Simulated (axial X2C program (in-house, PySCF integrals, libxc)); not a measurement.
# GeC⁺: properties at the nuclei

Aim: properties at the nuclei of GeC⁺, with spin–orbit coupling in the Hamiltonian from the start.

Program: an in-house X2C program for linear molecules on PySCF integrals. Level of theory: two-component X2C with atomic mean-field terms, Ge dyall-cv3z, C dyall-v3z. These are calculated values, not measurements.

### Step 1. Input

File task.json:

```json
{
 "zs": [
  32,
  6
 ],
 "q": 1,
 "bas": [
  "dyall-cv3z",
  "dyall-v3z"
 ],
 "r0": 1.78,
 "levels": [
  "PBE0",
  "HF",
  "PBE50",
  "r2SCAN",
  "LDA"
 ],
 "nst": 3
}
```

Keys: zs atomic numbers; q charge; bas basis sets; r0 starting distance in Å; levels methods (HF also brings MP2); nst determinants followed.

Launch:

```console
$ python soeom.py task.json out
```

The runs that follow: Expectation values, lowest determinant; Expectation values, a higher determinant; Expectation values, a higher determinant.

Q: Predict the outcome of this session. Wanted: lowest determinant; Eeff magnitude; Ws magnitude Ge; A∥/gI Ge; qzz Ge; higher determinant (for each run or level that gives them).

The runs gave:

| quantity | value |
| --- | --- |
| lowest determinant | Ω = 3/2 (excess of +ω over −ω: ω = 3/2) |
| Eeff magnitude (GV/cm), PBE0 | 0.628 |
| Ws magnitude Ge (kHz), PBE0 | 0.208 |
| A∥/gI Ge (MHz), PBE0 | -78.7 |
| qzz Ge (a.u.), PBE0 | -3.47 |
| higher determinant | Ω = 1/2 (excess of +ω over −ω: 2 × ω = -1/2, ω = 3/2) |
| Eeff magnitude (GV/cm), PBE0, higher determinant | 1.6 |
| Ws magnitude Ge (kHz), PBE0, higher determinant | 1.36 |
| A∥/gI Ge (MHz), PBE0, higher determinant | -345 |
| qzz Ge (a.u.), PBE0, higher determinant | -3.02 |
| higher determinant | Ω = 1/2 (excess of +ω over −ω: ω = 1/2) |
| Eeff magnitude (GV/cm), PBE0, higher determinant | 1.31 |
| Ws magnitude Ge (kHz), PBE0, higher determinant | 1.16 |
| A∥/gI Ge (MHz), PBE0, higher determinant | 209 |
| qzz Ge (a.u.), PBE0, higher determinant | -2.56 |

**Reading.** In the first state, the effective field runs from 0.0712 to 0.797 GV/cm over the mean-field levels, so the levels don't agree on it. The expectation values come from single determinants, which for open shells can mix terms of unlike spin or miss the lowest Ω, so a determinant need not be a state. Eeff is the effective electric field on the electron dipole moment in this Ω state and Ws the scalar–pseudoscalar constant (defined with the proton number Z and per Ω); A∥ is the parallel hyperfine constant, which follows by multiplying with the nuclear g factor gI = μI/(I μN); qzz is the electric field gradient, eQq0 = 234.96 MHz × Q/barn × qzz. The operators were transformed with the bare-nucleus X2C matrices.
